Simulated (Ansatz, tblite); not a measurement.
# SnClH3 (SnH₃Cl): one state, many levels

The task here is to estimate one member of a computed series from the others.

Program: Ansatz 0.2.0, Gaussian basis. Level of theory: as each input shows. These are calculated values, not measurements.

Plan: GFN1-xTB, GFN2-xTB, PBE-D4/def2-TZVP, r2SCAN-D4/def2-TZVP, LDA/def2-TZVP, ωB97M-V/def2-TZVP, LC-ωPBE/def2-TZVP, PBE-QIDH/def2-TZVP, ωB97X-V/def2-TZVP, HF/def2-TZVP, B97M-V/def2-TZVP, PBE-D4/def2-SVP, PBE0-D4/def2-SVP, PBE0-D4/def2-TZVPD, PBE-D4/def2-TZVPD, r2SCAN-D4/def2-TZVPD, CCSD(T)/def2-TZVPP, MP2/def2-TZVP, RPA/def2-TZVP, CCSD(T)/def2-TZVPD.

2 further runs of the same task are left out: 2 set aside as unsound or not needed. Runs told in other sessions of the task aren't counted.

## The geometry

The singlet was relaxed beforehand with PBE0-D4/def2-TZVP.

5 atoms, charge 0, spin multiplicity 1.

Bond lengths: Sn1–Cl2 2.333 Å, Sn1–H3 1.700 Å, Sn1–H4 1.700 Å, Sn1–H5 1.700 Å. Angles: Cl2–Sn1–H3 106.2°, Cl2–Sn1–H4 106.2°, Cl2–Sn1–H5 106.2°, H3–Sn1–H4 112.6°, H3–Sn1–H5 112.6°, H4–Sn1–H5 112.6°.

Sn takes a core potential in the def2 sets. No spin-orbit coupling is included.

PBE0-D4/def2-TZVP was run before; its log isn't repeated, and its numbers join the tables.

Set-up of the first run:

Tight binding, by tblite at 300 K electronic temperature and without a spin-polarisation term:

```python
tblite.interface.Calculator('GFN1-xTB', numbers, positions, charge=0, uhf=0).singlepoint()
```

Tight binding, by tblite at 300 K electronic temperature and without a spin-polarisation term:

```python
tblite.interface.Calculator('GFN2-xTB', numbers, positions, charge=0, uhf=0).singlepoint()
```

start.molden holds the orbitals of an earlier run on this state, given as this run's starting guess.

Contents of in.yaml:

```yaml
crystal:
  periodic: [false, false, false]
  atoms:
    - {symbol: Sn, position_ang: [-0.001067, 0.001690, -0.182730]}
    - {symbol: Cl, position_ang: [0.012462, -0.019863, 2.150128]}
    - {symbol: H, position_ang: [1.629032, 0.010897, -0.665195]}
    - {symbol: H, position_ang: [-0.824319, 1.417689, -0.638028]}
    - {symbol: H, position_ang: [-0.816107, -1.410403, -0.664175]}
basis:
  gaussian: {orbitals: def2-TZVP, initial_orbitals: start.molden}
hamiltonian: {xc: pbe, dispersion: d4}
scf: {omitted_lower_state_checks: [starts]}
output: {orbitals: {seedname: orbitals}}
```

The run is started by

```bash
$ ansatz run in.yaml --threads 4 --pin off --events-out ev --progress --plain --max-ram 3916MiB
```

Among the steps run: PBE-D4/def2-TZVP; r2SCAN-D4/def2-TZVP; LDA/def2-TZVP; ωB97M-V/def2-TZVP; LC-ωPBE/def2-TZVP; PBE-QIDH/def2-TZVP; ωB97X-V/def2-TZVP; HF/def2-TZVP; B97M-V/def2-TZVP; PBE-D4/def2-SVP; PBE0-D4/def2-SVP; PBE0-D4/def2-TZVPD; PBE-D4/def2-TZVPD; r2SCAN-D4/def2-TZVPD; CCSD(T)/def2-TZVPP; MP2/def2-TZVP; RPA/def2-TZVP; CCSD(T)/def2-TZVPD.

One table of the session follows, with a row left open; its other results are not shown here.

```
               level  HOMO (eV)  gap (eV)
        HF/def2-TZVP     -11.83     13.70
       LDA/def2-TZVP      -7.36      5.41
     PBE-D4/def2-SVP      -7.02      5.56
    PBE-D4/def2-TZVP      -7.27      5.58
   PBE-D4/def2-TZVPD      -7.32      5.51
 r2SCAN-D4/def2-TZVP      -7.62      6.26
r2SCAN-D4/def2-TZVPD      -7.65      6.21
    B97M-V/def2-TZVP      -7.75      6.27
    PBE0-D4/def2-SVP      -8.43      7.81
   PBE0-D4/def2-TZVP      -8.63      7.77
  PBE0-D4/def2-TZVPD      -8.67      7.67
   LC-ωPBE/def2-TZVP          ?         ?
   ωB97X-V/def2-TZVP     -11.04     12.09
   ωB97M-V/def2-TZVP     -10.87     11.64
```

Estimate the missing values for LC-ωPBE/def2-TZVP.

As computed: HOMO (eV): -11.41; gap (eV): 12.59. In the column «HOMO (eV)» it lies between HF/def2-TZVP (-11.83) and ωB97X-V/def2-TZVP (-11.04).
